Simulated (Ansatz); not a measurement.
This script drives the Ansatz DFT code, driven from Python.

`clfhosv_energy.py`:
```python
"""Single point of ClFHOSV in a Gaussian basis."""

from pathlib import Path

import ansatz as az

params = {
    "basis_set": "cc-pVDZ",
}

GEOMETRY = """
O    -0.43380   -0.02320    1.56880
V     0.28210   -0.16080   -0.24580
F     2.14640   -0.47190   -0.12040
S    -0.50140   -1.67730   -1.18740
Cl   -0.08880    1.80210   -1.46960
H    -1.36230    0.46720    1.40810
"""

clfhosv = az.Crystal.molecule()
for line in GEOMETRY.strip().splitlines():
    symbol, *xyz = line.split()
    clfhosv = clfhosv.atom(symbol, [float(v) for v in xyz])

calculation = clfhosv.calculation()
calculation = calculation.basis(gaussian=params["basis_set"])
calculation = calculation.functional(az.LibraryFunctional("B97M-V")).orbitals()
done = calculation.run(threads=1, pin="off", runs_dir="runs")
report = done.report

print("reference energy %16.6f eV" % report["reference_energy_ev"])
print("total energy     %16.6f eV" % report["free_energy_ev"])
print("occupied orbitals outside the frozen core (up, down):", report["n_occupied"], " frozen:", report["n_frozen"], " virtual:", report["n_virtual"])

lines = Path(report["orbitals_path"]).read_text().splitlines()
field_of = lambda key: [line.split("=")[1].strip() for line in lines if line.startswith(key)]
orbitals = [(27.211386 * float(e), s, float(n)) for e, s, n in zip(field_of("Ene="), field_of("Spin="), field_of("Occup="))]
homo = max(e for e, _, n in orbitals if n > 0.5)
lumo = min(e for e, _, n in orbitals if n < 0.5)
print(f"HOMO {homo:.3f} eV, LUMO {lumo:.3f} eV, gap {lumo - homo:.3f} eV")
```

It is started by `python clfhosv_energy.py`. How long does it take on 1 thread of Arm Neoverse V2, with other jobs on the host, and how much memory does it need?

It took about 21 s, with a peak of 0.31 GiB, for 1 run of the engine.

Output of `python clfhosv_energy.py`:
```text
reference energy    -53817.205593 eV
total energy        -53817.205593 eV
occupied orbitals outside the frozen core (up, down): [37, 37]  frozen: 0  virtual: [75, 75]
HOMO -8.022 eV, LUMO -5.753 eV, gap 2.268 eV
```

Caveats:
- Total energies depend on the basis set; only differences at equal settings carry meaning.
- The geometry is a force-field or estimated start, not a minimum of this method, and the basis set is short of its limit.
- Levels such as HOMO and LUMO are orbital energies: with these approximate functionals they aren't the ionisation energy and electron affinity, and their gap isn't the fundamental gap.
- The orbitals are restricted, and with so small a gap a broken-symmetry state can lie lower.
